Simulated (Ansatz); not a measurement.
# FGe3H7, SMILES [F][GeH2][GeH2][GeH3]: an atomisation energy

Computed with Ansatz's Python interface.

The cells in order, each with its output:

In [1]:
```python
from collections import Counter

import ansatz as az
from ase import Atoms
```

In [2]:
```python
def energy(molecule, charge=0, unpaired=0):
    calc = molecule.calculation().basis(gaussian="def2-SVPD").functional("hf")
    if charge:
        calc = calc.charge(charge)
    if unpaired:
        calc = calc.spin("collinear", total=unpaired)
    return calc.run(threads=1, pin="off").report["free_energy_ev"]
```

In [3]:
```python
atoms = Atoms(["F", "Ge", "Ge", "Ge", "H", "H", "H", "H", "H", "H", "H"], positions=[
    (2.3431, -1.4759, -0.0325),
    (1.7269, -0.1663, 0.9617),
    (0.0082, 0.9946, -0.2315),
    (-1.7517, -0.5381, -0.7597),
    (1.1383, -0.7463, 2.2731),
    (2.8776, 0.8165, 1.2971),
    (-0.5503, 2.1409, 0.6497),
    (0.5937, 1.5811, -1.5413),
    (-1.1859, -1.6863, -1.6338),
    (-2.3309, -1.1254, 0.5526),
    (-2.8689, 0.2053, -1.5354),
])
geometry = az.Crystal.molecule_from_ase(atoms)
```

In [4]:
```python
# Hund ground states
unpaired = {"F": 1, "Ge": 2, "H": 1}
counts = Counter(site.symbol for site in geometry.cartesian_sites)
atom_energy = {s: energy(az.Crystal.molecule().atom(s, (0, 0, 0)), 0, unpaired[s]) for s in counts}
whole = energy(geometry, 0, 0)
for s, e in atom_energy.items():
    print(f"{s:2s} x{counts[s]}  {e:14.5f} eV")
print(f"FGe3H7: {whole:.5f} eV")
split = sum(counts[s] * e for s, e in atom_energy.items()) - whole
print(f"atomisation energy (no zero-point term): {23.060548 * split:.1f} kcal/mol, {split / sum(counts.values()):.3f} eV an atom")
```
```text
F  x1     -2701.80749 eV
Ge x3    -56465.21878 eV
H  x7       -13.58606 eV
FGe3H7: -172215.14979 eV
atomisation energy (no zero-point term): 520.8 kcal/mol, 2.053 eV an atom
```

520.8 kcal/mol from the electronic energies, without the zero-point term.

Total energies depend on the basis set; only differences at equal settings carry meaning. The geometry is a force-field or estimated start, not a minimum of this method, and the basis set is short of its limit. All parts are taken at fixed geometry, without zero-point energy. Hartree-Fock leaves correlation out, so bond, atomisation and ionisation energies come out well too low. Hardware and time: 13 s on 1 thread of Arm Neoverse V2, with other jobs on the host, peak memory 0.68 GiB.

(Lines on the test bed's own set-up are left out of the output.)
